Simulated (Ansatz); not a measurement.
# Ca4Sr4Ti8O24: the cost of one run

All numbers are computed with Ansatz 0.2.0 (PAW, plane waves).

## 1. The starting cell

40 atoms (4 Ca, 4 Sr, 8 Ti, 24 O); a = 7.733 Å, b = 7.733 Å, c = 7.733 Å, α = 90.00°, β = 90.00°, γ = 90.00°. All atoms were shaken off their sites by about 0.02 Å along each axis.

The runs, in order: (2) PBEsol cell relaxation at the single k point (¼, ¼, ¼), on 1 × NVIDIA H100 80GB HBM3 with 2 threads of AMD EPYC 7R13; (3) HSE06 single point at the single k point (¼, ¼, ¼), on 1 × NVIDIA H100 80GB HBM3 with 2 threads of AMD EPYC 7R13.

## 2. PBEsol relaxation of the cell and the positions

in.yaml reads:

```yaml
crystal:
  lattice:
    - [7.732717, 0.000000, 0.000000]
    - [0.000000, 7.732717, 0.000000]
    - [0.000000, 0.000000, 7.732717]
  atoms:
    - { symbol: Ca, position: [0.001110, 0.000585, 0.995829] }
    - { symbol: Ca, position: [0.003016, 0.001310, 0.501962] }
    - { symbol: Ca, position: [0.001948, 0.500113, 0.997627] }
    - { symbol: Ca, position: [0.995514, 0.498926, 0.500873] }
    - { symbol: Sr, position: [0.500789, 0.995002, 0.997889] }
    - { symbol: Sr, position: [0.502123, 0.998261, 0.496763] }
    - { symbol: Sr, position: [0.498569, 0.498181, 0.995760] }
    - { symbol: Sr, position: [0.498691, 0.502963, 0.499602] }
    - { symbol: Ti, position: [0.248385, 0.247723, 0.252636] }
    - { symbol: Ti, position: [0.253031, 0.252442, 0.750377] }
    - { symbol: Ti, position: [0.251581, 0.747644, 0.247366] }
    - { symbol: Ti, position: [0.246964, 0.749647, 0.744590] }
    - { symbol: Ti, position: [0.750354, 0.249345, 0.252199] }
    - { symbol: Ti, position: [0.749909, 0.252408, 0.750482] }
    - { symbol: Ti, position: [0.748532, 0.752870, 0.254229] }
    - { symbol: Ti, position: [0.750467, 0.749019, 0.747595] }
    - { symbol: O, position: [0.252330, 0.246218, 0.001837] }
    - { symbol: O, position: [0.248710, 0.254369, 0.500045] }
    - { symbol: O, position: [0.246729, 0.749785, 0.999411] }
    - { symbol: O, position: [0.249101, 0.750436, 0.501826] }
    - { symbol: O, position: [0.747210, 0.247339, 0.997497] }
    - { symbol: O, position: [0.750214, 0.252957, 0.498446] }
    - { symbol: O, position: [0.752219, 0.749809, 0.000070] }
    - { symbol: O, position: [0.750253, 0.751063, 0.498561] }
    - { symbol: O, position: [0.000518, 0.247120, 0.250233] }
    - { symbol: O, position: [0.996391, 0.249801, 0.754348] }
    - { symbol: O, position: [0.004738, 0.748697, 0.246273] }
    - { symbol: O, position: [0.002300, 0.753763, 0.748977] }
    - { symbol: O, position: [0.496290, 0.252837, 0.251095] }
    - { symbol: O, position: [0.498853, 0.250842, 0.748988] }
    - { symbol: O, position: [0.500522, 0.746510, 0.250753] }
    - { symbol: O, position: [0.503178, 0.749071, 0.747480] }
    - { symbol: O, position: [0.250447, 0.996406, 0.250279] }
    - { symbol: O, position: [0.246175, 0.003004, 0.749452] }
    - { symbol: O, position: [0.252265, 0.500235, 0.251102] }
    - { symbol: O, position: [0.249662, 0.497974, 0.752800] }
    - { symbol: O, position: [0.751326, 0.000311, 0.252003] }
    - { symbol: O, position: [0.752350, 0.000231, 0.750751] }
    - { symbol: O, position: [0.750280, 0.496867, 0.248079] }
    - { symbol: O, position: [0.751196, 0.501819, 0.753813] }
  symmetry: { detect: false }
kpoints:
  mp_grid: { grid: [1, 1, 1], shift: [0.25, 0.25, 0.25] }
hamiltonian:
  xc: pbesol
scf:
  occupations: { method: fermi_dirac, width: 0.01 }
relax:
  f_tol: 0.03
  max_steps: 80
  escape_saddle: false
  adjacent_minimum: "off"
  cell: { fix: [shape] }
output:
  forces: true
  eigenvalues: true
  populations: true
```

On the command line:

```sh
$ ansatz run in.yaml --threads 2 --pin off --max-ram 20900MiB --runs-dir r --events-out ev --progress --plain --backend cuda --devices 0, --max-vram 18GiB
```

**Question.** How long does this run take on 1 × NVIDIA H100 80GB HBM3 with 2 threads of AMD EPYC 7R13, shared host, and how much memory does it need?

About 75 s, with a peak of 1.4 GiB on the host.
